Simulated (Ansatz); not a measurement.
# Rh: energy and stress against strain

The task, for Rh: see how energy and stress answer to the strain pattern (1, 0, 0, 0, 0, 0).

Method: DFT PBEsol, scalar-relativistic, plane waves, PAW, in Ansatz 0.2.0.

**1. The system as given**

Symmetry: Fm-3m, No. 225, cubic system. The conventional cell has a = 3.803 Å, b = 3.803 Å, c = 3.803 Å, α = 90.00°, β = 90.00°, γ = 90.00°. Around Rh (site symmetry m-3m) lie 12 Rh at 2.69 Å.

As a file:

```cif
data_structure
_symmetry_space_group_name_H-M 'Fm-3m'
_symmetry_Int_Tables_number 225
_cell_length_a 3.8031
_cell_length_b 3.8031
_cell_length_c 3.8031
_cell_angle_alpha 90.000
_cell_angle_beta 90.000
_cell_angle_gamma 90.000
_cell_volume 55.01
loop_
_atom_site_label
_atom_site_type_symbol
_atom_site_symmetry_multiplicity
_atom_site_Wyckoff_symbol
_atom_site_fract_x
_atom_site_fract_y
_atom_site_fract_z
_atom_site_occupancy
Rh1 Rh 4 a 0.00000 0.00000 0.00000 1
```

No relaxation comes first: the listed cell is the starting point.

**2. The reference cell**

The reference gives a free energy of -6338.7493 eV, pressure -5.07 GPa, largest force 0.000 eV/Å and gap on the mesh none (metal). It was computed beforehand with the settings of the runs below.

**3. Next: energy and stress against strain**

The cell is strained by ε times the Voigt pattern (1, 0, 0, 0, 0, 0) (xx, yy, zz, yz, xz, xy; engineering shear), with fractional coordinates fixed (clamped ions). The stress on the pattern is the sum of the stress components weighted by it, tension positive.

**4. Point ε = -0.0400**

Input file input.yaml:

```yaml
crystal:
  lattice:
    - [0.0, 1.90155, 1.90155]
    - [1.825488, 0.0, 1.90155]
    - [1.825488, 1.90155, 0.0]
  atoms:
    - { symbol: Rh, position: [0.0, 0.0, 0.0] }
basis:
  ecutwfc: 420
kpoints:
  mp_grid: { grid: [22, 22, 22] }
hamiltonian:
  xc: pbesol
scf:
  occupations: { method: gaussian, width: 0.15 }
output:
  forces: true
  stress: true
  eigenvalues: true
```

Run with:

```bash
$ ansatz run input.yaml --threads 1 --pin off --max-ram 2560MiB --backend cpu --events-out ev --progress --plain --runs-dir out
```

The log of the run (excerpt; [...] marks lines left out):

```text
Warning: RAYON_NUM_THREADS=1 ignored (pool sized by the plan → 1); use --threads N
[...]
Pseudopotentials: kind: paw
Pseudopotential: Rh, paw, valence charge 17, recommended cutoff 420 eV (normal), Rh.paw.azcp
Functional definition: PBEsol
[...]
Crystal: 1 atoms, lattice volume = 13.202 Å³
Basis set: ecut = 420 eV, 275 PW (Γ), exchange–correlation on 36×36×36 points (8 copies of the dense FFT grid, shifted against one another)
Bands: 13, of which v1, the nominal top of the filled ones, is band 9 counted from 1 (8 counted from 0)
Symmetry: 16 space group operations
Space group: I4/mmm (ITA 139), of the structure as read, at distance tolerance 2.4e-5 Å
k-points: 834 of 10648
[...]
SCF iter   1: F=—  HF=-6338.737210 eV  |F-HF|=—  |Δ(HF+E_count)|=         —  Δρ=9.73e-3  dr2=9.64e-3  ethr=1.77e-3  ⟨swp⟩=4.8  Hψ=59124  notcnv=0
[...]
SCF iter   6: F=-6338.734208 eV  HF=-6338.734208 eV  |F-HF|=5.62e-10  |Δ(HF+E_count)|=   1.09e-8  Δρ=5.89e-6  dr2=1.11e-9  ethr=1.04e-10  ⟨swp⟩=2.4  Hψ=36860  notcnv=0
[...]
SCF converged after 6 iterations
Free energy (F): -6338.734208 eV
[...]
E sigma→0 (E₀):  -6338.727221 eV
Entropy (-TS):   -0.013975 eV (-13.975 meV/atom)
Fermi energy:    23.431043 eV
[...]
--- Forces (eV/Å), atoms counted from 1 ---
  atom   1  Rh     0.00000000     0.00000000     0.00000000
[...]
--- Stress (GPa, compression-positive) ---
       14.647467       0.000000       0.000000
        0.000000       3.793518      -0.000000
        0.000000      -0.000000       3.793518
  P = ⅓ Tr σ = 7.4115 GPa (74.115 kbar)
--- Band table (eV; the first three rows and the last of 834) ---
  k-point 0: bands = ["-55.5058", "-22.9447", "-22.9447", "-22.9203", "15.0782", "19.9956", "19.9956", "20.4462", "22.0990", "22.6523", "39.1449", "44.2197", "44.2197"]
[...]
```

Wall time 5.1 s (1 thread of Intel Xeon Platinum 8488C (Sapphire Rapids), shared host); peak memory 0.45 GiB.

**5. Point ε = 0.0300**

input.yaml, as its differences from that of step 4:

```diff
@@ -3,4 +3,4 @@
     - [0.0, 1.90155, 1.90155]
-    - [1.825488, 0.0, 1.90155]
-    - [1.825488, 1.90155, 0.0]
+    - [1.9585965, 0.0, 1.90155]
+    - [1.9585965, 1.90155, 0.0]
   atoms:
```

Run with:

```bash
$ ansatz run input.yaml --threads 1 --pin off --max-ram 2560MiB --backend cpu --events-out ev --progress --plain --runs-dir out
```

The log of the run (excerpt; [...] marks lines left out):

```text
[...]
SCF converged after 6 iterations
Free energy (F): -6338.720535 eV
[...]
E sigma→0 (E₀):  -6338.712683 eV
Entropy (-TS):   -0.015705 eV (-15.705 meV/atom)
Fermi energy:    21.394799 eV
[...]
--- Forces (eV/Å), atoms counted from 1 ---
  atom   1  Rh     0.00000000    -0.00000000    -0.00000000
[...]
--- Stress (GPa, compression-positive) ---
      -16.835584       0.000000       0.000000
        0.000000     -10.009780      -0.000000
        0.000000       0.000000     -10.009780
  P = ⅓ Tr σ = -12.2850 GPa (-122.850 kbar)
--- Band table (eV; the first three rows and the last of 834) ---
  k-point 0: bands = ["-57.3289", "-24.8626", "-24.8469", "-24.8469", "13.5630", "18.2342", "18.5490", "18.5490", "20.2607", "20.6394", "37.1729", "41.7723", "42.6110"]
[...]
```

Run time: 5.5 s. Hardware: 1 thread of Intel Xeon Platinum 8488C (Sapphire Rapids), shared host; peak memory 0.45 GiB.

**6. Point ε = -0.0200**

input.yaml, as its differences from that of step 5:

```diff
@@ -3,4 +3,4 @@
     - [0.0, 1.90155, 1.90155]
-    - [1.9585965, 0.0, 1.90155]
-    - [1.9585965, 1.90155, 0.0]
+    - [1.863519, 0.0, 1.90155]
+    - [1.863519, 1.90155, 0.0]
   atoms:
```

Run with:

```bash
$ ansatz run input.yaml --threads 1 --pin off --max-ram 2560MiB --backend cpu --events-out ev --progress --plain --runs-dir out
```

The log of the run (excerpt; [...] marks lines left out):

```text
[...]
SCF converged after 6 iterations
Free energy (F): -6338.750198 eV
[...]
E sigma→0 (E₀):  -6338.742963 eV
Entropy (-TS):   -0.014470 eV (-14.470 meV/atom)
Fermi energy:    22.821075 eV
[...]
--- Forces (eV/Å), atoms counted from 1 ---
  atom   1  Rh     0.00000000     0.00000000     0.00000000
[...]
--- Stress (GPa, compression-positive) ---
        4.188039       0.000000       0.000000
        0.000000      -1.012186      -0.000000
        0.000000      -0.000000      -1.012186
  P = ⅓ Tr σ = 0.7212 GPa (7.212 kbar)
--- Band table (eV; the first three rows and the last of 834) ---
  k-point 0: bands = ["-56.0543", "-23.5186", "-23.5186", "-23.5068", "14.6202", "19.5556", "19.5556", "19.7764", "21.6689", "21.9389", "38.5395", "43.7522", "43.7522"]
[...]
```

It took 5.4 s on 1 thread of Intel Xeon Platinum 8488C (Sapphire Rapids), shared host; peak memory 0.47 GiB.

**7. ε = 0.0100**

input.yaml, as its differences from that of step 6:

```diff
@@ -3,4 +3,4 @@
     - [0.0, 1.90155, 1.90155]
-    - [1.863519, 0.0, 1.90155]
-    - [1.863519, 1.90155, 0.0]
+    - [1.9205655, 0.0, 1.90155]
+    - [1.9205655, 1.90155, 0.0]
   atoms:
```

Run with:

```bash
$ ansatz run input.yaml --threads 1 --pin off --max-ram 2560MiB --backend cpu --events-out ev --progress --plain --runs-dir out
```

The log of the run (excerpt; [...] marks lines left out):

```text
[...]
SCF converged after 6 iterations
Free energy (F): -6338.743098 eV
[...]
E sigma→0 (E₀):  -6338.735499 eV
Entropy (-TS):   -0.015198 eV (-15.198 meV/atom)
Fermi energy:    21.948791 eV
[...]
--- Forces (eV/Å), atoms counted from 1 ---
  atom   1  Rh     0.00000000     0.00000000     0.00000000
[...]
--- Stress (GPa, compression-positive) ---
       -9.268724       0.000000       0.000000
        0.000000      -6.856767       0.000000
        0.000000       0.000000      -6.856767
  P = ⅓ Tr σ = -7.6608 GPa (-76.608 kbar)
--- Band table (eV; the first three rows and the last of 834) ---
  k-point 0: bands = ["-56.8349", "-24.3384", "-24.3329", "-24.3329", "13.9716", "18.8297", "18.9368", "18.9368", "20.9138", "21.0436", "37.6960", "42.7686", "43.0635"]
[...]
```

Wall time 5.4 s (1 thread of Intel Xeon Platinum 8488C (Sapphire Rapids), shared host); peak memory 0.48 GiB.

**8. Point ε = 0.0400**

input.yaml, as its differences from that of step 7:

```diff
@@ -3,4 +3,4 @@
     - [0.0, 1.90155, 1.90155]
-    - [1.9205655, 0.0, 1.90155]
-    - [1.9205655, 1.90155, 0.0]
+    - [1.977612, 0.0, 1.90155]
+    - [1.977612, 1.90155, 0.0]
   atoms:
```

Run with:

```bash
$ ansatz run input.yaml --threads 1 --pin off --max-ram 2560MiB --backend cpu --events-out ev --progress --plain --runs-dir out
```

The log of the run (excerpt; [...] marks lines left out):

```text
[...]
SCF converged after 6 iterations
Free energy (F): -6338.704613 eV
[...]
E sigma→0 (E₀):  -6338.696629 eV
Entropy (-TS):   -0.015968 eV (-15.968 meV/atom)
Fermi energy:    21.125620 eV
[...]
--- Forces (eV/Å), atoms counted from 1 ---
  atom   1  Rh     0.00000000    -0.00000000     0.00000000
[...]
--- Stress (GPa, compression-positive) ---
      -20.223014       0.000000       0.000000
        0.000000     -11.400559       0.000000
        0.000000      -0.000000     -11.400559
  P = ⅓ Tr σ = -14.3414 GPa (-143.414 kbar)
--- Band table (eV; the first three rows and the last of 834) ---
  k-point 0: bands = ["-57.5685", "-25.1162", "-25.0959", "-25.0959", "13.3655", "17.9464", "18.3618", "18.3618", "19.9433", "20.4410", "36.9223", "41.2971", "42.3865"]
[...]
```

Run time: 5.4 s. Hardware: 1 thread of Intel Xeon Platinum 8488C (Sapphire Rapids), shared host; peak memory 0.49 GiB.

**9. Point ε = -0.0300**

input.yaml, as its differences from that of step 8:

```diff
@@ -3,4 +3,4 @@
     - [0.0, 1.90155, 1.90155]
-    - [1.977612, 0.0, 1.90155]
-    - [1.977612, 1.90155, 0.0]
+    - [1.8445035, 0.0, 1.90155]
+    - [1.8445035, 1.90155, 0.0]
   atoms:
```

Run with:

```bash
$ ansatz run input.yaml --threads 1 --pin off --max-ram 2560MiB --backend cpu --events-out ev --progress --plain --runs-dir out
```

The log of the run (excerpt; [...] marks lines left out):

```text
Warning: RAYON_NUM_THREADS=1 ignored (pool sized by the plan → 1); use --threads N
[...]
[... 3 set-up lines as earlier in the session ...]
[...]
Crystal: 1 atoms, lattice volume = 13.339 Å³
Basis set: ecut = 420 eV, 275 PW (Γ), exchange–correlation on 36×36×36 points (8 copies of the dense FFT grid, shifted against one another)
Bands: 13, of which v1, the nominal top of the filled ones, is band 9 counted from 1 (8 counted from 0)
[... 2 set-up lines as earlier in the session ...]
k-points: 834 of 10648
[...]
SCF iter   1: F=—  HF=-6338.747481 eV  |F-HF|=—  |Δ(HF+E_count)|=         —  Δρ=9.63e-3  dr2=9.72e-3  ethr=1.77e-3  ⟨swp⟩=4.8  Hψ=59029  notcnv=0
[...]
SCF iter   6: F=-6338.744449 eV  HF=-6338.744449 eV  |F-HF|=4.69e-10  |Δ(HF+E_count)|=   6.43e-9  Δρ=5.57e-6  dr2=1.02e-9  ethr=5.92e-11  ⟨swp⟩=1.6  Hψ=33978  notcnv=0
[...]
SCF converged after 6 iterations
Free energy (F): -6338.744449 eV
[...]
E sigma→0 (E₀):  -6338.737338 eV
Entropy (-TS):   -0.014224 eV (-14.224 meV/atom)
Fermi energy:    23.123191 eV
[...]
--- Forces (eV/Å), atoms counted from 1 ---
  atom   1  Rh     0.00000000     0.00000000     0.00000000
[...]
--- Stress (GPa, compression-positive) ---
        9.263738       0.000000       0.000000
        0.000000       1.289381      -0.000000
        0.000000      -0.000000       1.289381
  P = ⅓ Tr σ = 3.9475 GPa (39.475 kbar)
--- Band table (eV; the first three rows and the last of 834) ---
  k-point 0: bands = ["-55.7830", "-23.2348", "-23.2348", "-23.2169", "14.8466", "19.7727", "19.7727", "20.1073", "21.8826", "22.2927", "38.8377", "43.9850", "43.9850"]
[...]
```

It took 5.1 s on 1 thread of Intel Xeon Platinum 8488C (Sapphire Rapids), shared host; peak memory 0.48 GiB.

**10. Point ε = 0.0200**

input.yaml, as its differences from that of step 9:

```diff
@@ -3,4 +3,4 @@
     - [0.0, 1.90155, 1.90155]
-    - [1.8445035, 0.0, 1.90155]
-    - [1.8445035, 1.90155, 0.0]
+    - [1.939581, 0.0, 1.90155]
+    - [1.939581, 1.90155, 0.0]
   atoms:
```

Run with:

```bash
$ ansatz run input.yaml --threads 1 --pin off --max-ram 2560MiB --backend cpu --events-out ev --progress --plain --runs-dir out
```

The log of the run (excerpt; [...] marks lines left out):

```text
Warning: RAYON_NUM_THREADS=1 ignored (pool sized by the plan → 1); use --threads N
[...]
[... 3 set-up lines as earlier in the session ...]
[...]
Crystal: 1 atoms, lattice volume = 14.027 Å³
Basis set: ecut = 420 eV, 283 PW (Γ), exchange–correlation on 36×40×40 points (8 copies of the dense FFT grid, shifted against one another)
Bands: 13, of which v1, the nominal top of the filled ones, is band 9 counted from 1 (8 counted from 0)
[... 2 set-up lines as earlier in the session ...]
k-points: 834 of 10648
[...]
SCF iter   1: F=—  HF=-6338.736922 eV  |F-HF|=—  |Δ(HF+E_count)|=         —  Δρ=9.74e-3  dr2=1.12e-2  ethr=1.77e-3  ⟨swp⟩=4.7  Hψ=58789  notcnv=0
[...]
SCF iter   6: F=-6338.733438 eV  HF=-6338.733438 eV  |F-HF|=2.77e-10  |Δ(HF+E_count)|=   2.78e-9  Δρ=4.93e-6  dr2=7.30e-10  ethr=1.19e-10  ⟨swp⟩=2.3  Hψ=33768  notcnv=0
[...]
SCF converged after 6 iterations
Free energy (F): -6338.733438 eV
[...]
E sigma→0 (E₀):  -6338.725715 eV
Entropy (-TS):   -0.015447 eV (-15.447 meV/atom)
Fermi energy:    21.669142 eV
[...]
--- Forces (eV/Å), atoms counted from 1 ---
  atom   1  Rh     0.00000000     0.00000000     0.00000000
[...]
--- Stress (GPa, compression-positive) ---
      -13.187806       0.000000       0.000000
        0.000000      -8.498466       0.000000
        0.000000       0.000000      -8.498466
  P = ⅓ Tr σ = -10.0616 GPa (-100.616 kbar)
--- Band table (eV; the first three rows and the last of 834) ---
  k-point 0: bands = ["-57.0844", "-24.6034", "-24.5927", "-24.5927", "13.7651", "18.5285", "18.7406", "18.7406", "20.5842", "20.8403", "37.4307", "42.2625", "42.8367"]
[...]
```

Run time: 5.4 s. Hardware: 1 thread of Intel Xeon Platinum 8488C (Sapphire Rapids), shared host; peak memory 0.47 GiB.

**11. At ε = -0.0100**

input.yaml, as its differences from that of step 10:

```diff
@@ -3,4 +3,4 @@
     - [0.0, 1.90155, 1.90155]
-    - [1.939581, 0.0, 1.90155]
-    - [1.939581, 1.90155, 0.0]
+    - [1.8825345, 0.0, 1.90155]
+    - [1.8825345, 1.90155, 0.0]
   atoms:
```

Run with:

```bash
$ ansatz run input.yaml --threads 1 --pin off --max-ram 2560MiB --backend cpu --events-out ev --progress --plain --runs-dir out
```

The log of the run (excerpt; [...] marks lines left out):

```text
[...]
SCF converged after 6 iterations
Free energy (F): -6338.751723 eV
[...]
E sigma→0 (E₀):  -6338.744366 eV
Entropy (-TS):   -0.014713 eV (-14.713 meV/atom)
Fermi energy:    22.524669 eV
[...]
--- Forces (eV/Å), atoms counted from 1 ---
  atom   1  Rh     0.00000000    -0.00000000    -0.00000000
[...]
--- Stress (GPa, compression-positive) ---
       -0.587473       0.000000      -0.000000
        0.000000      -3.127220       0.000000
       -0.000000       0.000000      -3.127220
  P = ⅓ Tr σ = -2.2806 GPa (-22.806 kbar)
--- Band table (eV; the first three rows and the last of 834) ---
  k-point 0: bands = ["-56.3200", "-23.7961", "-23.7961", "-23.7903", "14.3991", "19.3441", "19.3441", "19.4534", "21.4579", "21.5912", "38.2501", "43.5211", "43.5211"]
[...]
```

Wall time 5.1 s (1 thread of Intel Xeon Platinum 8488C (Sapphire Rapids), shared host); peak memory 0.45 GiB.

**12. At ε = 0.0350**

input.yaml, as its differences from that of step 11:

```diff
@@ -3,4 +3,4 @@
     - [0.0, 1.90155, 1.90155]
-    - [1.8825345, 0.0, 1.90155]
-    - [1.8825345, 1.90155, 0.0]
+    - [1.96810425, 0.0, 1.90155]
+    - [1.96810425, 1.90155, 0.0]
   atoms:
```

Run with:

```bash
$ ansatz run input.yaml --threads 1 --pin off --max-ram 2560MiB --backend cpu --events-out ev --progress --plain --runs-dir out
```

The log of the run (excerpt; [...] marks lines left out):

```text
Warning: RAYON_NUM_THREADS=1 ignored (pool sized by the plan → 1); use --threads N
[...]
[... 3 set-up lines as earlier in the session ...]
[...]
Crystal: 1 atoms, lattice volume = 14.233 Å³
Basis set: ecut = 420 eV, 283 PW (Γ), exchange–correlation on 36×40×40 points (8 copies of the dense FFT grid, shifted against one another)
Bands: 13, of which v1, the nominal top of the filled ones, is band 9 counted from 1 (8 counted from 0)
[... 2 set-up lines as earlier in the session ...]
k-points: 834 of 10648
[...]
SCF iter   1: F=—  HF=-6338.716644 eV  |F-HF|=—  |Δ(HF+E_count)|=         —  Δρ=9.93e-3  dr2=1.19e-2  ethr=1.77e-3  ⟨swp⟩=4.7  Hψ=58893  notcnv=0
[...]
SCF iter   6: F=-6338.712938 eV  HF=-6338.712938 eV  |F-HF|=3.62e-10  |Δ(HF+E_count)|=   2.48e-9  Δρ=5.44e-6  dr2=9.04e-10  ethr=1.15e-10  ⟨swp⟩=2.3  Hψ=33717  notcnv=0
[...]
SCF converged after 6 iterations
Free energy (F): -6338.712938 eV
[...]
E sigma→0 (E₀):  -6338.705020 eV
Entropy (-TS):   -0.015836 eV (-15.836 meV/atom)
Fermi energy:    21.259569 eV
[...]
--- Forces (eV/Å), atoms counted from 1 ---
  atom   1  Rh     0.00000000    -0.00000000     0.00000000
[...]
--- Stress (GPa, compression-positive) ---
      -18.560898       0.000000       0.000000
        0.000000     -10.719918       0.000000
        0.000000      -0.000000     -10.719918
  P = ⅓ Tr σ = -13.3336 GPa (-133.336 kbar)
--- Band table (eV; the first three rows and the last of 834) ---
  k-point 0: bands = ["-57.4493", "-24.9901", "-24.9721", "-24.9721", "13.4637", "18.0895", "18.4549", "18.4549", "20.1012", "20.5399", "37.0467", "41.5329", "42.4987"]
[...]
```

Run time: 5.4 s. Hardware: 1 thread of Intel Xeon Platinum 8488C (Sapphire Rapids), shared host; peak memory 0.48 GiB.

**13. All points together**

All points in order; energies are free energies above the reference cell:

| ε | ΔE (meV/atom) | stress on the pattern (GPa) | pressure (GPa) |
| --- | --- | --- | --- |
| -0.0400 | 15.1 | -14.65 | 7.4 |
| -0.0300 | 4.8 | -9.26 | 3.9 |
| -0.0200 | -0.9 | -4.19 | 0.7 |
| -0.0100 | -2.4 | 0.59 | -2.3 |
| 0.0000 | 0.0 | 5.07 | -5.1 |
| 0.0100 | 6.2 | 9.27 | -7.7 |
| 0.0200 | 15.8 | 13.19 | -10.1 |
| 0.0300 | 28.7 | 16.84 | -12.3 |
| 0.0350 | 36.3 | 18.56 | -13.3 |
| 0.0400 | 44.7 | 20.22 | -14.3 |

**14. Outcome**

```
                                  quantity    value
slope of the stress at ε = 0, over ±0.0100  434 GPa
```

In words: From the stress slope, C11 is about 434 GPa with the ions clamped. The reference stands under -5.1 GPa, so this is no zero-stress constant. The undisturbed cell is not the lowest point: the energy is 2.4 meV/atom lower at ε = -0.0100; the cell was taken as given and not relaxed at this level.
